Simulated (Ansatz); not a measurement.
# Al9N: the cost of one run

Program: Ansatz 0.2.0. Level of theory: DFT PBEsol, scalar-relativistic, plane waves, PAW. These are calculated values, not measurements.

3 further runs of the same task are left out: 1 for a known fault of the program, 2 set aside as unsound or not needed.

### Step 1. The starting structure

It takes space group P3m1 (No. 156, trigonal). Conventional cell: a = 2.836 Å, b = 2.836 Å, c = 35.644 Å, α = 90.00°, β = 90.00°, γ = 120.00°. Al (site symmetry 3m) has 9 Al at 2.84 to 2.85 Å as nearest neighbours. Al (site symmetry 3m) is surrounded by 12 Al at 2.84 to 2.85 Å. Around Al (site symmetry 3m) lie 12 Al at 2.83 to 2.85 Å. Around Al (site symmetry 3m) lie 12 Al at 2.83 to 2.84 Å. Around Al (site symmetry 3m) lie 12 Al at 2.83 to 2.86 Å. Around Al (site symmetry 3m) lie 12 Al at 2.84 to 2.86 Å. Al (site symmetry 3m) is surrounded by 12 Al at 2.84 to 2.87 Å. Only part of the 9 independent sites is listed.

Structure file:

```xyz
9
Lattice="2.8363 0.0000 0.0000 -1.4181 2.4563 0.0000 0.0000 0.0000 35.6443" Properties=species:S:1:pos:R:3 pbc="T T T"
Al    0.0000    1.6375    8.5000
Al    0.0000    0.0000   10.8305
Al    1.4181    0.8188   13.1611
Al    0.0000    0.0000   15.4916
Al    0.0000    1.6375   17.8026
Al    0.0000    0.0000   20.1126
Al    1.4181    0.8188   22.4594
Al    0.0000    0.0000   24.7845
Al    0.0000    1.6375   27.1386
```

Planes are indexed in the bulk's conventional cell (P6_3/mmc (No. 194)), a = 2.836 Å, b = 2.836 Å, c = 9.322 Å, α = 90.00°, β = 90.00°, γ = 120.00°.

It is a (001) slab, 18.6 Å thick as cut, with 17 Å of vacuum; its outer planes are Al (top) and Al (bottom). An earlier relaxation, lower half held, gave -4720.0105 eV, work function 4.13 eV.

### Step 2. Start: N, top (Al)

input.yaml

```yaml
crystal:
  lattice:
    - [2.8362844918, 0.0, 0.0]
    - [-1.4181422459, 2.4562944222, 0.0]
    - [0.0, 0.0, 37.6442989108]
  atoms:
    - { symbol: Al, position: [0.3333333333, 0.6666666667, 0.2257978033] }
    - { symbol: Al, position: [0.0, 0.0, 0.2877072406] }
    - { symbol: Al, position: [0.6666666667, 0.3333333333, 0.3496166779] }
    - { symbol: Al, position: [0.0, 0.0, 0.4115261153] }
    - { symbol: Al, position: [0.3333333333, 0.6666666667, 0.4729161237] }
    - { symbol: Al, position: [0.0, 0.0, 0.5342805556] }
    - { symbol: Al, position: [0.6666666667, 0.3333333333, 0.5966221375] }
    - { symbol: Al, position: [0.0, 0.0, 0.6583877038] }
    - { symbol: Al, position: [0.3333333333, 0.6666666667, 0.7209215701] }
    - { symbol: "N", position: [0.3333333333, 0.6666666667, 0.7724565981] }
basis:
  ecutwfc: 420
kpoints:
  mp_grid: { grid: [12, 12, 1] }
hamiltonian:
  xc: pbesol
scf:
  occupations: { method: gaussian, width: 0.1 }
output:
  forces: true
  eigenvalues: true
  write_density: true
  write_potential: true
  elf: true
  volumetric_format: npy
relax:
  adjacent_minimum: "off"
  f_tol: 0.03
  max_steps: 70
  constraints: [{ sites: [0, 1, 2, 3] }]
efield:
  axis: 3
  dipole_correction: true
  ramp_width: 0.04
```

Started as:

```console
$ ansatz run input.yaml --threads 1 --pin off --max-ram 2560MiB --backend cpu --events-out ev --progress --plain --runs-dir out
```

What time and memory should one allow on 1 thread of Intel Xeon 6975P-C (Granite Rapids), shared host?

About 36 s, with a peak of 0.53 GiB.
